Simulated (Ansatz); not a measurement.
# BH5SeSi: one structure at several levels

Aim: energy, forces and dipole at a structure displaced at random from a GFN2-xTB minimum, from CCSD(T) and from density functionals.

Method: single points in def2-TZVPP; program: Ansatz 0.2.0, Gaussian basis.

Correlated methods freeze the cores. Filled d shells of the heavier atoms are correlated.

## Step 1: The system as given

8 atoms, charge 0, spin multiplicity 1.

Atoms are counted from 1 here; the program's logs count them from 0.

Bond lengths: B1–Si2 1.945 Å, B1–Se3 2.222 Å, B1–H4 1.161 Å, B1–H5 1.198 Å, Si2–Se3 2.461 Å, Si2–H6 1.489 Å, Si2–H7 1.482 Å, Se3–H8 1.416 Å. Angles: Si2–B1–Se3 72.1°, Si2–B1–H4 118.0°, Si2–B1–H5 117.2°, Se3–B1–H4 108.2°, Se3–B1–H5 107.3°, H4–B1–H5 120.9°, B1–Si2–Se3 59.2°, B1–Si2–H6 130.2°, B1–Si2–H7 127.0°, Se3–Si2–H6 102.9°, Se3–Si2–H7 102.0°, H6–Si2–H7 101.1°, B1–Se3–Si2 48.7°, B1–Se3–H8 95.9°, Si2–Se3–H8 94.8°.

Coordinates:

```
B    -0.8178   -0.0734   -0.7993
Si    0.4107    0.9872    0.2720
Se    0.7155   -1.4438    0.0418
H    -1.8458   -0.3501   -0.3356
H    -0.6646   -0.0551   -1.9872
H     0.4689    1.1926    1.7452
H     1.7372    1.5038   -0.1404
H    -0.0063   -1.7665    1.2170
```

## Step 2: CCSD(T)/def2-TZVPP

run/in.yaml reads:

```yaml
crystal:
  periodic: [false, false, false]
  atoms:
    - {symbol: B, position_ang: [-0.817800, -0.073400, -0.799300]}
    - {symbol: Si, position_ang: [0.410700, 0.987200, 0.272000]}
    - {symbol: Se, position_ang: [0.715500, -1.443800, 0.041800]}
    - {symbol: H, position_ang: [-1.845800, -0.350100, -0.335600]}
    - {symbol: H, position_ang: [-0.664600, -0.055100, -1.987200]}
    - {symbol: H, position_ang: [0.468900, 1.192600, 1.745200]}
    - {symbol: H, position_ang: [1.737200, 1.503800, -0.140400]}
    - {symbol: H, position_ang: [-0.006300, -1.766500, 1.217000]}
basis:
  gaussian: {orbitals: def2-TZVPP}
correlation: {method: ccsd_t}
output: {forces: true}
```

The command line of these runs was not kept.

## Step 3: PBE0-D4/def2-TZVPP

Edit run/in.yaml of step 2 so:

```diff
@@ -13,3 +13,3 @@
   gaussian: {orbitals: def2-TZVPP}
-correlation: {method: ccsd_t}
-output: {forces: true}
+hamiltonian: {xc: pbe0, dispersion: d4}
+output: {forces: true, orbitals: {seedname: orbitals}}
```

## Step 4: wB97M-V/def2-TZVPP

Edit run/in.yaml of step 3 so:

```diff
@@ -13,3 +13,3 @@
   gaussian: {orbitals: def2-TZVPP}
-hamiltonian: {xc: pbe0, dispersion: d4}
-output: {forces: true, orbitals: {seedname: orbitals}}
+hamiltonian: {xc: {name: wB97M-V}}
+output: {forces: true}
```

## Step 5: r2SCAN-D4/def2-TZVPP

Edit run/in.yaml of step 4 so:

```diff
@@ -13,3 +13,3 @@
   gaussian: {orbitals: def2-TZVPP}
-hamiltonian: {xc: {name: wB97M-V}}
+hamiltonian: {xc: r2scan, dispersion: d4}
 output: {forces: true}
```

## Step 6: PBE-D4/def2-TZVPP

Edit run/in.yaml of step 5 so:

```diff
@@ -13,3 +13,3 @@
   gaussian: {orbitals: def2-TZVPP}
-hamiltonian: {xc: r2scan, dispersion: d4}
+hamiltonian: {xc: pbe, dispersion: d4}
 output: {forces: true}
```

## Step 7: SPW92/def2-TZVPP

Edit run/in.yaml of step 6 so:

```diff
@@ -13,3 +13,3 @@
   gaussian: {orbitals: def2-TZVPP}
-hamiltonian: {xc: pbe, dispersion: d4}
+hamiltonian: {xc: lda}
 output: {forces: true}
```

## Step 8: HSE06-D4/def2-TZVPP

Edit run/in.yaml of step 7 so:

```diff
@@ -13,3 +13,3 @@
   gaussian: {orbitals: def2-TZVPP}
-hamiltonian: {xc: lda}
+hamiltonian: {xc: hse06, dispersion: d4}
 output: {forces: true}
```

(Steps that only read results are left out.)

**Question.** What will these runs give? Wanted: energy less free atoms, CCSD(T)/def2-TZVPP; RMS force component; RMS force error; HOMO and LUMO, PBE0-D4; T1 diagnostic.

The runs gave:

```
                                  quantity                                                                                          value
energy less free atoms, CCSD(T)/def2-TZVPP                                                                                -543.8 kcal/mol
                       RMS force component                                                           0.482 to 0.589 eV/Å over the methods
                           RMS force error  PBE0-D4 0.099, wB97M-V 0.065, r2SCAN-D4 0.077, PBE-D4 0.183, SPW92 0.281, HSE06-D4 0.097 eV/Å
                    HOMO and LUMO, PBE0-D4                                                                             -7.58 and -1.39 eV
                             T1 diagnostic                                                                                          0.011
```

What this shows: Against CCSD(T) the functionals' energies less atoms differ by -86.9 to -13.6 kcal/mol, PBE-D4 by -18.4 kcal/mol. A larger basis would deepen the CCSD(T) value, while the functionals are nearly converged already, so the order here is not reliable. For forces wB97M-V does best and SPW92 worst. Frozen-core CCSD(T) forces in triple zeta carry basis errors of their own, and this is one geometry, so small gaps rank nothing.
